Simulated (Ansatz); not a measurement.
# SiC: the cost of one run

Computed with Ansatz 0.2.0 (DFT r2SCAN, scalar-relativistic, plane waves, PAW, unless a step's input says otherwise).

1 further run of the same task is left out (set aside as unsound or not needed).

## 1. The starting structure

The structure is hexagonal, space group P6_3mc (No. 186). Conventional cell: a = 3.078 Å, b = 3.078 Å, c = 10.077 Å, α = 90.00°, β = 90.00°, γ = 120.00°. Around Si (site symmetry 3m) lie 4 C at 1.89 Å. Si (site symmetry 3m) is surrounded by 4 C at 1.88 to 1.89 Å. C (site symmetry 3m) has 4 Si at 1.88 to 1.89 Å as nearest neighbours. C (site symmetry 3m) has 4 Si at 1.89 Å as nearest neighbours.

Coordinates:

```xyz
8
Lattice="3.0776 0.0000 0.0000 -1.5388 2.6652 0.0000 0.0000 0.0000 10.0768" Properties=species:S:1:pos:R:3 pbc="T T T"
Si    1.5388    0.8884    9.4504
Si    0.0000    1.7768    4.4120
Si    0.0000    0.0000    6.9317
Si    0.0000    0.0000    1.8934
C     1.5388    0.8884    7.5556
C     0.0000    1.7768    2.5172
C     0.0000    0.0000    5.0431
C     0.0000    0.0000    0.0047
```

It goes back to an entry of the Materials Project.

This cell was relaxed beforehand with the same method: volume 10.33 Å³/atom, gap on the mesh 2.60 eV.

## 2. Point at V/V0 = 0.97

input.yaml

```yaml
crystal:
  lattice:
    - [3.046470754, 0.0, 0.0]
    - [-1.523235377, 2.6383210649, 0.0]
    - [0.0, 0.0, 9.9749766418]
  atoms:
    - { symbol: Si, position: [0.6666666667, 0.3333333333, 0.9378376196] }
    - { symbol: Si, position: [0.3333333333, 0.6666666667, 0.4378376196] }
    - { symbol: Si, position: [0.0, 0.0, 0.6878931818] }
    - { symbol: Si, position: [0.0, 0.0, 0.1878931818] }
    - { symbol: C, position: [0.6666666667, 0.3333333333, 0.749804004] }
    - { symbol: C, position: [0.3333333333, 0.6666666667, 0.249804004] }
    - { symbol: C, position: [0.0, 0.0, 0.5004641946] }
    - { symbol: C, position: [0.0, 0.0, 0.0004641946] }
basis:
  ecutwfc: 500
kpoints:
  mp_grid: { grid: [12, 12, 4] }
hamiltonian:
  xc: r2scan
scf:
  occupations: { method: gaussian, width: 0.02 }
output:
  forces: true
  stress: true
  eigenvalues: true
relax:
  adjacent_minimum: "off"
  f_tol: 0.01
  max_steps: 30
  cell: { stress_tol: 0.1, fix: [volume] }
```

Started as:

```sh
> ansatz run input.yaml --threads 2 --pin off --max-ram 5120MiB --backend cpu --events-out ev --progress --plain --runs-dir out
```

**Question.** How long does this run take on 2 threads of Intel Xeon 6975P-C (Granite Rapids), shared host, and how much memory does it need?

About 14 s, with a peak of 0.6 GiB.
